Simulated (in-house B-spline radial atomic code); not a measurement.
# Ar¹²⁺: ionisation energy by several methods

How far do functionals differ on the ionisation energy of Ar¹²⁺? Each run solves Ar¹²⁺ and then the next ion ([He] 2s2 2p1).

Program: in-house B-spline radial atomic code version 1. Level of theory: scalar-relativistic (X2C), several functionals, spin-polarised; spherical all-electron atom at the radial basis limit. These are calculated values, not measurements, unless marked.

**1. Starting point**

| Property | Result |
| --- | --- |
| element | argon (Z = 18) |
| charge | +12 |
| electrons | 6 |
| configuration | [He] 2s2 2p2 |
| nucleus | Fermi, rms radius 3.427 fm |

Outer shells as boxes (Hund's rule):

[He] 2s2 2p2
```
[He] core
2s [↑↓]
2p [↑ ][↑ ][  ]
```

Where spins are not typed, each open shell is filled with up spins first.

**2. PBEsol**

Settings of the run:

```ini
Z = 18
electrons = 6.0
configuration = [He] 2s2 2p2
hamiltonian = x2c
method = pbesol
spin_polarised = True
nucleus = fermi
rms_radius = 3.4274
mass_number = 40
atomic_mass = 39.96238312204
speed_of_light = 137.035999084
```

**3. LDA (PW92)**

The settings differ from step 2 so:

```diff
@@ -4,3 +4,3 @@
 hamiltonian = x2c
-method = pbesol
+method = lda,pw
 spin_polarised = True
```

**4. exchange-only LDA**

The settings differ from step 3 so:

```diff
@@ -4,3 +4,3 @@
 hamiltonian = x2c
-method = lda,pw
+method = lda,
 spin_polarised = True
```

**5. OLYP**

The settings differ from step 4 so:

```diff
@@ -4,3 +4,3 @@
 hamiltonian = x2c
-method = lda,
+method = optx,lyp
 spin_polarised = True
```

Before running: The tabulated ionisation energy is 685.5 ± 0.3 eV (semi-empirical; NIST Atomic Spectra Database). What does each method give, and which comes nearest?

**Answer**, as computed:

| method | rung | total energy (hartree) | ΔSCF (eV) | −ε highest (eV) | ΔSCF less tabulated (eV) |
| --- | --- | --- | --- | --- | --- |
| LDA (PW92) | LDA | -430.7046 | 686.69 | 653.44 (2p up) | +1.19 |
| exchange-only LDA | LDA | -430.1406 | 684.61 | 651.43 (2p up) | -0.89 |
| PBEsol | GGA | -431.4798 | 686.66 | 653.47 (2p up) | +1.16 |
| OLYP | GGA | -432.2887 | 688.30 | 655.38 (2p up) | +2.80 |

What this shows: Against the tabulated ionisation energy, 685.5 ± 0.3 eV (semi-empirical; NIST Atomic Spectra Database), the best here is exchange-only LDA (-0.89 eV) and the worst OLYP (+2.80 eV, or 0.41 %). Relativistic terms that these runs lack can be as large as the gaps between close methods, so the nearest may be so by luck. Open shells are averaged (over orientations, and over spins where the run is restricted), while tables refer to the lowest levels. For the semilocal functionals minus the highest level recovers only 95 % of their own ΔSCF value, a mark of self-interaction.

Members of this set that are not shown: 1 did not converge; 2 used exact exchange with fractional occupations of an open shell, which is unsound here.
